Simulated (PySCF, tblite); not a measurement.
# C9H7O2−: excited states

Wanted: excited states for C9H7O2− (`O=C/C=C1/C=CC=C([O-])C=C1`).

Programs: tblite 0.8.0 and PySCF 2.14.0, with routines of our own; each step states its level. All values are computed. Atoms count from 0.

## (1) The system as given

18 atoms, charge -1, multiplicity 1; geometry from: force field or distance geometry start.

## (2) Optimising the geometry with GFN2-xTB

What the job is given:

```
{"job": {"kind": "relax", "xc": "GFN2-xTB", "basis": "xTB"}, "charge": -1, "multiplicity": 1}
O      4.285400    -0.229200     0.381000
C      3.104300    -0.560600     0.198000
C      2.019100     0.423300     0.274300
C      0.678900     0.242900     0.097700
C     -0.069500     1.348000     0.232700
C     -1.398800     1.483800     0.115000
C     -2.330900     0.569800    -0.137700
C     -2.284100    -0.762700    -0.356700
O     -3.352300    -1.428300    -0.579200
C     -1.089400    -1.386600    -0.344500
C      0.176100    -0.986400    -0.156200
H      2.842600    -1.614000     0.002400
H      2.404400     1.418300     0.491900
H      0.439900     2.293400     0.436000
H     -1.781300     2.504200     0.256800
H     -3.348200     0.981000    -0.150400
H     -1.164300    -2.458400    -0.539900
H      0.859400    -1.832200    -0.233000
```

Started as:

```bash
> OMP_NUM_THREADS=1 python excited_run.py task.json out
```

The driver reads the jobs from task.json and runs them one after another.

Log:

```text
step      E/eV     max force
  0    -846.09771    4.658
  1    -846.67163    3.443
  2    -846.90997    1.507
  3    -847.02997    0.942
  4    -847.10703    0.620
  5    -847.13053    0.489
  6    -847.13855    0.232
  7    -847.14438    0.184
  8    -847.14816    0.149
  9    -847.15001    0.129
 10    -847.15111    0.078
 11    -847.15174    0.075
 12    -847.15223    0.061
 13    -847.15262    0.043
 14    -847.15286    0.032
 15    -847.15298    0.028
 16    -847.15305    0.021
 17    -847.15311    0.019
 18    -847.15314    0.014
 19    -847.15316    0.014
 20    -847.15318    0.011
 21    -847.15319    0.007
```

Wall time 0.13 s (1 thread of Arm Neoverse V2, shared host).

Along the way:

```csv
step,energy from step 0 (eV),largest force (eV/Å)
0,0.0000,4.6577
1,-0.5739,3.4428
2,-0.8123,1.5069
3,-0.9323,0.9418
4,-1.0093,0.6200
5,-1.0328,0.4887
6,-1.0408,0.2319
7,-1.0467,0.1843
8,-1.0504,0.1489
9,-1.0523,0.1291
10,-1.0534,0.0783
11,-1.0540,0.0747
12,-1.0545,0.0615
13,-1.0549,0.0432
14,-1.0552,0.0316
15,-1.0553,0.0279
16,-1.0553,0.0206
17,-1.0554,0.0190
18,-1.0554,0.0136
19,-1.0554,0.0136
20,-1.0555,0.0112
21,-1.0555,0.0067
```

Close pairs (by a distance rule), those that changed most:

```csv
bond,before (Å),after (Å),change (Å)
C7–C9,1.348,1.465,+0.117
C3–C10,1.352,1.440,+0.088
C6–C7,1.351,1.423,+0.072
C3–C4,1.341,1.409,+0.067
C1–C2,1.467,1.401,-0.066
C5–C6,1.330,1.378,+0.048
C4–C5,1.341,1.383,+0.042
C2–C3,1.364,1.401,+0.037
```

The next job starts from the end point, and lists it.

## (3) Vibrational analysis with GFN2-xTB

What the job is given:

```
{"job": {"kind": "ir", "xc": "GFN2-xTB", "basis": "xTB"}, "charge": -1, "multiplicity": 1}
O      4.353396    -0.296007     0.375868
C      3.147676    -0.527829     0.216864
C      2.118581     0.420236     0.281725
C      0.737970     0.250177     0.115144
C     -0.077135     1.393377     0.232154
C     -1.448556     1.536218     0.122706
C     -2.448244     0.622812    -0.132576
C     -2.365065    -0.778254    -0.367747
O     -3.389716    -1.455036    -0.586036
C     -1.073357    -1.468511    -0.360559
C      0.190957    -1.052363    -0.164556
H      2.851833    -1.579806     0.003377
H      2.457127     1.429470     0.492099
H      0.464482     2.310713     0.443331
H     -1.799642     2.557339     0.264731
H     -3.463454     1.005603    -0.164929
H     -1.207611    -2.529725    -0.557143
H      0.941998    -1.832097    -0.226110
```

Log:

```text
mode    cm-1     km/mol
  1      42.0     12.69
  2     103.3      2.28
  3     152.7      3.47
  4     161.5      7.98
  5     192.3      1.19
  6     291.9      1.62
  7     307.2      5.70
  8     372.2      1.20
  9     375.1      2.37
 10     399.1      3.14
 11     479.9      8.35
 12     533.0      0.21
 13     544.6     20.88
 14     658.5      1.64
 15     734.3     11.86
 16     774.0     10.89
 17     791.9      4.30
 18     809.0     68.27
 19     824.4      1.57
 20     830.5      3.64
 21     842.1      1.66
 22     911.8      0.75
 23     919.9     32.91
 24     936.3      0.12
 25     955.7      0.26
 26    1083.2      0.47
 27    1214.8      5.28
 28    1245.2    141.88
 29    1266.4     54.33
 30    1273.0     47.96
 31    1315.3      9.31
 32    1356.8     12.04
 33    1402.9     61.85
 34    1408.7    114.84
 35    1433.4    188.10
 36    1483.7    132.19
 37    1524.7   1041.85
 38    1555.9    960.54
 39    1579.0    378.37
 40    1637.0    238.22
 41    1651.5    504.55
 42    2666.2    235.20
 43    2970.6     74.80
 44    3004.2     41.81
 45    3011.0     60.24
 46    3027.4    107.32
 47    3030.9    142.97
 48    3036.5     38.60
```

Wall time 0.58 s (1 thread of Arm Neoverse V2, shared host).

Which atoms move in the most intense modes:

```csv
cm⁻¹,km/mol,atoms
1433,188.1,"C3 26 %, H14 13 %, C6 11 %"
1525,1041.8,"C3 23 %, C4 17 %, C2 16 %"
1556,960.5,"C5 46 %, C6 24 %"
1579,378.4,"C7 37 %, O8 21 %, C10 12 %"
1637,238.2,"C9 24 %, C10 21 %, C1 16 %, C7 13 %"
1652,504.6,"C1 37 %, C10 15 %, C9 14 %, O0 13 %"
2666,235.2,H11 94 %
3031,143.0,"H12 60 %, H15 21 %"
```

## (4) Excited states: TDA PBE0/def2-SVP

Settings changed since step 3:

```diff
@@ -1,2 +1,2 @@
-{"job": {"kind": "ir", "xc": "GFN2-xTB", "basis": "xTB"}, "charge": -1, "multiplicity": 1}
+{"job": {"kind": "states", "xc": "PBE0", "basis": "def2-SVP", "tda": true, "soc": true, "nstates": 6, "ntriplets": 6, "nquad": 4}, "charge": -1, "multiplicity": 1}
 O      4.353396    -0.296007     0.375868
```

With the program's defaults for keys left out, this is: TDA PBE0/def2-SVP excited states, vertical, gas phase, spin-orbit mean-field couplings.

Log:

```text
coarse grid: 16288 points
cycle   1  E = -496.3275313711  dE =  1.988e+00  |g| = 1.131e+00  |ddm| = 5.348e+00
cycle   2  E = -493.2569189455  dE =  3.071e+00  |g| = 3.202e+00  |ddm| = 6.550e+00
cycle   3  E = -496.3845835529  dE = -3.128e+00  |g| = 8.383e-01  |ddm| = 5.499e+00
cycle   4  E = -496.5983837441  dE = -2.138e-01  |g| = 1.976e-01  |ddm| = 1.369e+00
cycle   5  E = -496.6022308274  dE = -3.847e-03  |g| = 1.496e-01  |ddm| = 4.689e-01
cycle   6  E = -496.6079762139  dE = -5.745e-03  |g| = 5.285e-02  |ddm| = 3.012e-01
cycle   7  E = -496.6086769945  dE = -7.008e-04  |g| = 1.910e-02  |ddm| = 8.567e-02
cycle   8  E = -496.6087589068  dE = -8.191e-05  |g| = 7.861e-03  |ddm| = 3.442e-02
cycle   9  E = -496.6087775306  dE = -1.862e-05  |g| = 2.939e-03  |ddm| = 1.417e-02
cycle  10  E = -496.6087787971  dE = -1.266e-06  |g| = 1.581e-03  |ddm| = 5.838e-03
final grid: 160896 points
cycle  11  E = -496.6932009799  dE = -3.422e-06  |g| = 1.556e-02  |ddm| = 5.913e-02
cycle  12  E = -496.6929625596  dE =  2.384e-04  |g| = 3.555e-02  |ddm| = 6.772e-02
cycle  13  E = -496.6932559940  dE = -2.934e-04  |g| = 2.399e-03  |ddm| = 5.306e-02
cycle  14  E = -496.6932575218  dE = -1.528e-06  |g| = 5.691e-04  |ddm| = 4.069e-03
cycle  15  E = -496.6932575928  dE = -7.105e-08  |g| = 1.987e-04  |ddm| = 8.867e-04
cycle  16  E = -496.6932576041  dE = -1.127e-08  |g| = 4.917e-05  |ddm| = 3.410e-04
cycle  17  E = -496.6932576044  dE = -2.913e-10  |g| = 3.290e-05  |ddm| = 1.122e-04
cycle  18  E = -496.6932576046  dE = -2.448e-10  |g| = 4.821e-06  |ddm| = 5.554e-05
converged SCF energy = -496.6932576046

Singlet excitations
state   eV       nm        f     d(h-e)  d(exc)  Lambda  PR(NTO)  |dmu|/D   mu/D   main configurations
  1   2.9464   420.8   0.04858   1.816   3.945   0.669   1.049    3.138    3.221   H->L 0.51, H->L+1 0.44
  2   3.4964   354.6   0.00000   2.823   4.279   0.343   1.033    5.229    3.640   H-1->L 0.88
  3   3.6819   336.7   0.00022   1.931   3.320   0.355   1.090    2.747    4.207   H-2->L 0.58, H-2->L+1 0.33
  4   3.7557   330.1   0.63943   0.343   3.899   0.675   1.399    0.123    1.960   H->L+1 0.41, H->L 0.37, H-3->L 0.15
  5   4.0495   306.2   0.00012   2.960   4.321   0.379   1.026                     H-2->L+1 0.52, H-2->L 0.40
  6   4.4621   277.9   0.00005   4.517   5.330   0.340   1.005                     H-1->L+1 0.75, H-2->L+1 0.11, H-1->L 0.10

Triplet excitations (Tamm-Dancoff)
state   eV     d(h-e)  d(exc)  Lambda  PR(NTO)   main configurations
  1   1.5651   0.501   3.744   0.701   1.014   H->L 0.97
  2   2.2205   0.990   3.763   0.633   1.029   H->L+1 0.95
  3   3.1530   2.674   4.083   0.346   1.020   H-1->L 0.77, H-1->L+1 0.13
  4   3.3036   1.775   3.054   0.385   1.032   H-2->L+1 0.57, H-2->L 0.31, H-1->L+1 0.09
  5   3.3489   0.266   3.221   0.753   1.103   H-3->L 0.84
  6   3.8516   3.145   4.367   0.352   1.009   H-2->L 0.65, H-2->L+1 0.30
S1 - T1 = 1.3813 eV

Spin-orbit couplings |<S|Hso|T>| (cm-1)
             T1       T2       T3       T4       T5       T6
S0        0.015    0.011   36.612   42.656    0.049   16.763
S1        0.012    0.003    6.037   12.331    0.034    6.405
S2       17.264    7.239    0.261    0.314   14.336    1.163
S3       14.368   14.553    0.534    0.504   16.898    0.406
S4        0.029    0.034   10.865    5.819    0.049   23.349
S5       12.056   13.059    0.942    0.167    8.507    0.242
S6        3.398   18.583    0.057    1.279    6.185    0.154
T1 sublevels (cm-1): 0.000 0.000 0.004   radiative rates (1/s): 5.18e-07 0.00101 0.0393
```

Wall time 34 s (1 thread of Arm Neoverse V2, shared host); peak memory 0.86 GiB.

In short:

```csv
quantity,value
S1 less T1,1.38 eV
```

## (5) Summary of results

```
                                 quantity                   value
strongest single infrared mode (GFN2-xTB)  1525 cm⁻¹, 1042 km/mol
             zero-point energy (GFN2-xTB)           81.7 kcal/mol
   S1 less T1 (step 4, TDA PBE0/def2-SVP)                 1.38 eV
```

**Reading.** No mode is imaginary among the 48: a minimum at this level. The strongest single mode, at 1525 cm⁻¹, has its largest shares on C3, C4 and C2 (the list is cut at 3 atoms). GFN2-xTB is a fitted tight-binding method: band positions and strengths are rough. Its intensities can rank the bands wrongly. For an anion in the gas phase, states above the energy of detachment are held by the basis alone, so excitations and responses hang on it. In step 4, the number of triplets below S1 is 2, and the largest singlet-triplet spin-orbit coupling is S0–T4, 42.66 cm⁻¹.
